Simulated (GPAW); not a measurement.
# WS2 (P6_3/mmc) in GPAW: notebook

One crystal, WS2, is run at these levels: LDA; tasks: dielectric tensor, optical spectrum.

All numbers are computed with GPAW 26.7.0; they aren't measurements. Logs are shortened: lines on timing, memory, paths and dates and some standing lists are left out, and cuts for length are marked. The log counts tension as positive stress, the text compression.

**1. The structure**

Symmetry: P6_3/mmc, No. 194, hexagonal system. Conventional cell: a = 3.153 Å, b = 3.153 Å, c = 12.323 Å, α = 90.00°, β = 90.00°, γ = 120.00°. W (site symmetry -6m2) has 6 S at 2.39 Å as nearest neighbours. S (site symmetry 3m) is surrounded by 3 W at 2.39 Å.

**2. Dielectric tensor, LDA**

Input file run.py:

```python
import numpy as np
from ase import Atoms
from ase.dft.bandgap import bandgap
from ase.io import write
from gpaw import GPAW, PW
from gpaw.response.df import DielectricFunction

atoms = Atoms(['W', 'W', 'S', 'S', 'S', 'S'],
              cell=[[3.1532, 0.0, 0.0],
                    [-1.5766, 2.7307513032, 0.0],
                    [0.0, 0.0, 12.323]],
              scaled_positions=[[0.333333, 0.666667, 0.25],
                                [0.666667, 0.333333, 0.75],
                                [0.333333, 0.666667, 0.62394],
                                [0.666667, 0.333333, 0.12394],
                                [0.333333, 0.666667, 0.87606],
                                [0.666667, 0.333333, 0.37606]],
              pbc=True)

calc = GPAW(mode=PW(500),
            xc='LDA',
            kpts={'size': (8, 8, 2), 'gamma': True},
            occupations={'name': 'fermi-dirac', 'width': 0.001},
            nbands=46,
            convergence={'density': 1e-06},
            maxiter=150,
            txt='gpaw.txt')
atoms.calc = calc
energy = atoms.get_potential_energy()
calc.write('gs.gpw')
write('result.traj', atoms)
print(f'Energy: {energy:.6f} eV')
print('Fermi level:', round(calc.get_fermi_level(), 4), 'eV')
print(f'Gap: {bandgap(calc)[0]:.4f} eV, direct: {bandgap(calc, direct=True)[0]:.4f} eV')

for size in [(8, 8, 2), (12, 12, 3)]:
    name = 'x'.join(str(n) for n in size)
    dense = calc.fixed_density(kpts={'size': size, 'gamma': True},
                               nbands=80, convergence={'bands': 74, 'eigenstates': 1e-7},
                               update_fermi_level=True, txt=f'dense-{name}.txt')
    dense.write(f'{name}.gpw', mode='all')
    df = DielectricFunction(f'{name}.gpw', frequencies=np.array([0.0]), hilbert=False, eta=0.001,
                            ecut=60, nbands=74, intraband=False, txt=f'df-{name}.txt')
    for xc in ['RPA', 'LR0.1', 'ALDA_X']:
        for direction in ['x', 'y', 'z', [0, 1, 1], [1, 0, 1], [1, 1, 0]]:
            e0, e = df.get_macroscopic_dielectric_constant(xc=xc, direction=direction)
            print(f'{name} {xc} {direction}: {e0:.4f} without, {e:.4f} with local fields')
```

Potentials or basis: the program's PAW data sets (release 1.2.1) made for this functional, pw.

On the command line:

```sh
$ OMP_NUM_THREADS=1 python run.py
```

gpaw.txt:

```text
__  _  _
 | _ |_)|_||  |
 |__||  | ||/\| - 26.7.0

Input parameters:
  mode=PW(ecut=500.0),
  convergence={'density': 1e-06},
  kpts=MonkhorstPack(size=(8, 8, 2), gamma=True),
  maxiter=150,
  nbands=46,
  occupations=Occupations(name='fermi-dirac', width=0.001),
  xc=XC(name='LDA')

Diagonalizing LCAO Hamiltonian
Converting LCAO to pw mode

        S

           W
        S

           S
        W

           S

Atoms  # Å, Bohr magnetons
|   | symbol |         x |        y |         z |    initial magnetic moments |
|---|--------|-----------|----------|-----------|-----------------------------|
| 0 |      W | -0.000002 | 1.820502 |  3.080750 | ( 0.0000,  0.0000,  0.0000) |
| 1 |      W |  1.576602 | 0.910250 |  9.242250 | ( 0.0000,  0.0000,  0.0000) |
| 2 |      S | -0.000002 | 1.820502 |  7.688813 | ( 0.0000,  0.0000,  0.0000) |
| 3 |      S |  1.576602 | 0.910250 |  1.527313 | ( 0.0000,  0.0000,  0.0000) |
| 4 |      S | -0.000002 | 1.820502 | 10.795687 | ( 0.0000,  0.0000,  0.0000) |
| 5 |      S |  1.576602 | 0.910250 |  4.634187 | ( 0.0000,  0.0000,  0.0000) |

Unit cell  # Å
| periodic |         x |        y |         z |   lengths |     angles |
|----------|-----------|----------|-----------|-----------|------------|
|      yes |  3.153200 | 0.000000 |  0.000000 |  3.153200 |  90.000000 |
|      yes | -1.576600 | 2.730751 |  0.000000 |  3.153200 |  90.000000 |
|      yes |  0.000000 | 0.000000 | 12.323000 | 12.323000 | 120.000000 |

Number of symmetries: 4
Symmetry operations  # r_c * U_cc + t_c -> r_c
|   | kind |            matrix            |
|---|------|------------------------------|
| 0 |  E   |  1, 0, 0,  0, 1, 0,  0, 0, 1 |
| 1 |  C2  |  0, 1, 0,  1, 0, 0,  0, 0,-1 |
| 2 |  σ   |  0,-1, 0, -1, 0, 0,  0, 0, 1 |
| 3 |  i   | -1, 0, 0,  0,-1, 0,  0, 0,-1 |

BZ-sampling:
  Number of BZ points: 128
  Number of IBZ points: 42

  Monkhorst-Pack size: [8, 8, 2]
  Monkhorst-Pack shift: [0.0625, 0.0625, 0.25]

K-points  # in reciprocal-cell coordinates
|     |                                coordinates |     weight |
|-----|--------------------------------------------|------------|
|   0 | (  0.00000000,   0.00000000,   0.00000000) | 0.00781250 |
|   1 | (  0.00000000,   0.00000000,   0.50000000) | 0.00781250 |
|   2 | (  0.12500000,  -0.12500000,   0.00000000) | 0.01562500 |
|   3 | (  0.12500000,  -0.12500000,   0.50000000) | 0.01562500 |
|   4 | (  0.12500000,   0.00000000,   0.00000000) | 0.03125000 |
|   5 | (  0.12500000,   0.00000000,   0.50000000) | 0.03125000 |
|   6 | (  0.12500000,   0.12500000,   0.00000000) | 0.01562500 |
|   7 | (  0.12500000,   0.12500000,   0.50000000) | 0.01562500 |
|   8 | (  0.25000000,  -0.25000000,   0.00000000) | 0.01562500 |
|   9 | (  0.25000000,  -0.25000000,   0.50000000) | 0.01562500 |
| ... |                                            |            |
|  41 | (  0.50000000,   0.50000000,   0.50000000) | 0.00781250 |

Plane wave coefficients: 2712
Cutoff: 500.0 eV

Spin-components: 1 (collinear spins)
Bands:           46
Projectors:      32
Spin-degeneracy: 2
Datatype:        complex128

Parallelization:
  kpt:    1
  domain: 1
  band:   1

Density:
  Valence electrons: 52.0
  Components: 1
  Grid points: [18 18 64]
  Charge: 0.0  # |e|

Potential:
  Grid points: [18 18 64]

species:
  W:
    name:    Tungsten
    Z:       74.0
    valence: 14
    core:    60
    charge:  0.0  # [|e|]
    compensation charges:
      type: gauss
      rc: 0.40  # [Å]
      lmax: 2
    cutoffs:
      filter: 2.36  # [Å]
      core: 3.02  # [Å]
    projectors
    | kind |    occ | energy [eV] | rcut [Å] |
    |------|--------|-------------|----------|
    |   5s |  2.000 |     -79.053 |    1.344 |
    |   6s |  2.000 |      -5.886 |    1.344 |
    |   5p |  6.000 |     -43.417 |    1.355 |
    |   6p |  0.000 |      -1.469 |    1.355 |
    |   5d |  4.000 |      -4.693 |    1.228 |
    |    d |        |      22.518 |    1.228 |

    Using partial waves for W as LCAO basis

  S:
    name:    Sulfur
    Z:       16.0
    valence: 6
    core:    10
    charge:  0.0  # [|e|]
    compensation charges:
      type: gauss
      rc: 0.24  # [Å]
      lmax: 2
    cutoffs:
      filter: 1.77  # [Å]
      core: 1.66  # [Å]
    projectors
    | kind |    occ | energy [eV] | rcut [Å] |
    |------|--------|-------------|----------|
    |   3s |  2.000 |     -17.278 |    0.974 |
    |   3p |  4.000 |      -7.106 |    0.979 |
    |    s |        |       9.933 |    0.974 |
    |    p |        |      20.105 |    0.979 |
    |    d |        |       0.000 |    0.900 |

    Using partial waves for S as LCAO basis

Reference energy: -920330.548201  # eV

eigensolver:
  PPCG
  Converge bands: occupied
  niter=2

density mixing:
  MSR1-Mixer
  Pratt-step length: 0.05
  Maximum mixing coefficient: 0.75
  Old densities: 10
  SVD Regularization: 0.005
  Good broyden scale: 1.0
  Trust region scale: 1.0
  Backstep threshold: 4.0
  History deletion threshold: 6.0
  Fourier metric: weight=20.0, sigma=0.015

occupation numbers:
  Fermi-Dirac:
    width: 0.0010  # eV

poisson solver:
  ecut: 4000.0  # eV

xc functional:
  name: None

convergence criteria:
- Maximum integral of absolute [dens]ity change: 1e-06 electrons / valence electron
- Maximum [total energy] change in last 3 cyles: 0.0005 eV / valence electron
- Maximum integral of absolute [eigenst]ate change: 4e-08 eV^2 / valence electron
maximum number of iterations: 150

SCF iterations
|iter     | |      energy | eigst |  dens |
|---------|-|-------------|-------|-------|
|iter:   1| |  -50.338172 | +0.42 |       |
|iter:   2| |  -50.568593 | -1.45 | -1.21 |
|iter:   3| |  -52.011472 | -0.90 | -1.23 |
|iter:   4| |  -49.953884 | -1.28 | -1.14 |
|iter:   5| |  -49.901977 | -2.68 | -1.66 |
|iter:   6| |  -49.916836 | -3.29 | -1.90 |
|iter:   7| |  -49.902770c| -3.92 | -2.31 |
|iter:   8| |  -49.902060c| -4.32 | -2.75 |
|iter:   9| |  -49.902046c| -5.97 | -3.43 |
|iter:  10| |  -49.902047c| -7.35 | -4.22 |
|iter:  11| |  -49.902046c| -7.83c| -4.75 |
|iter:  12| |  -49.902046c| -8.25c| -5.43 |
|iter:  13| |  -49.902046c| -8.93c| -6.04c|

Converged in 13 steps
Energy contributions relative to reference atoms: (reference = -920330.548201)

Energy contributions:
  Kinetic:          35.301866
  Coulomb:         -37.902218
  Zero:              0.056570
  External:          0.000000
  Xc:              -47.358264
  Entropy:          -0.000000
  Spinorbit:         0.000000
  ----------------------------
  Free energy:     -49.902046
  Extrapolated:    -49.902046

dipole moment: (0.000004, 0.000006, 0.000029)  # |e|*Ang

Fermi level: 9.566
Eigenvalues  # (at kpt = [0.000, 0.000, 0.000])
| band index |      eig [eV] | occ [0-2] |
|------------|---------------|-----------|
|          0 |       -65.768 |     2.000 |
|        ... |               |           |
|         18 |         5.011 |     2.000 |
|         19 |         6.272 |     2.000 |
|         20 |         6.272 |     2.000 |
|         21 |         6.321 |     2.000 |
|         22 |         6.321 |     2.000 |
|         23 |         7.128 |     2.000 |
[... 8 lines left out ...]
|         32 |        11.196 |     0.000 |
|         33 |        11.196 |     0.000 |
|        ... |               |           |
|         45 |        21.155 |     0.000 |

Gap: 1.058 eV
Transition (v -> c):
  (s=0, k=0, n=25, [0.00, 0.00, 0.00]) -> (s=0, k=20, n=26, [0.38, -0.25, 0.00])
Direct/indirect transitions are different
Direct gap: 2.234 eV
Transition at: (s=0, k=28, n=25, [0.38, 0.25, 0.00])
# Writing to gs.gpw (mode='')
```

Run time: 24 min. Hardware: 1 thread of Intel Xeon Platinum 8375C at 2.90GHz (Ice Lake), shared host; peak memory 2 GiB.

Results:

```
Free energy                             : -49.9020 eV
Band gap on the k mesh                  : 1.06 eV, indirect (least direct gap 2.23 eV)
Electronic dielectric tensor (diagonal) : 12.68, 12.68, 5.73
```

Electronic dielectric tensor:
```
12.68  0.00  0.00
 0.00 12.68  0.00
 0.00  0.00  5.73
```

Caveat: the long-wavelength limit can be off by several per cent where d states take part; spin-orbit coupling is left out, which moves the levels of the heavy elements; an odd mesh through Γ misses points on the zone boundary, where band edges often lie.

(Part 1 of 2 ends here.)
